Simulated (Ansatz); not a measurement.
What does this script print? It uses the Python package of Ansatz (0.2.0).

Script `cas.py`:
```python
import ansatz
from ase import Atoms


def main() -> None:
    atoms = Atoms(['N', 'Ge', 'S', 'H', 'H', 'H'], positions=[
        [-1.154, 0.2175, -0.7062],
        [0.2852, -0.7232, -0.185],
        [1.0794, 0.1463, 1.6745],
        [-0.7935, 1.242, -0.9218],
        [-1.5157, -0.1483, -1.6459],
        [2.1408, -0.7983, 1.7383],
    ])
    system = ansatz.Crystal.molecule_from_ase(atoms)

    calculation = (
        system.calculation()
        .basis(gaussian='def2-SVP')
        .correlation(active_electrons=2, active_orbitals=2)
    )
    for method in [None, 'sc_nevpt2']:
        summary = (calculation if method is None else calculation.correlation(method)).run(threads=1).report
        space = summary['configurations']
        state = space['states'][0]
        print(method or 'casscf', f'total {summary["free_energy_ev"] / 27.211386246:.6f} Ha, active-space state {state["energy"]["hartree"]:.6f} Ha, mean field {summary["reference_energy_ev"] / 27.211386246:.6f} Ha')
        print('  determinants', state['n_determinants'], ' natural occupations', [round(n, 3) for n in space['natural_occupations']])
    print('effectively unpaired electrons, sum of min(n, 2 - n):', round(sum(min(n, 2 - n) for n in space['natural_occupations']), 3))


if __name__ == '__main__':
    main()
```

Running `python cas.py` prints:
```text
casscf total -2528.687513 Ha, active-space state -2528.687513 Ha, mean field -2528.667418 Ha
  determinants 4  natural occupations [1.976, 0.024]
sc_nevpt2 total -2529.187294 Ha, active-space state -2528.687512 Ha, mean field -2528.667418 Ha
  determinants 4  natural occupations [1.976, 0.024]
effectively unpaired electrons, sum of min(n, 2 - n): 0.049
```

Notes:
- Total energies depend on the basis set; only differences at equal settings carry meaning.
- The geometry is a force-field or estimated start, not a minimum of this method, and the basis set is short of its limit. The active space starts as a window about the frontier orbitals and is then optimised, not chosen by chemistry.
- The whole script took 8.9 s on 1 thread of AMD EPYC 9B14 (Zen 4), on a shared host, peak memory 0.25 GiB.
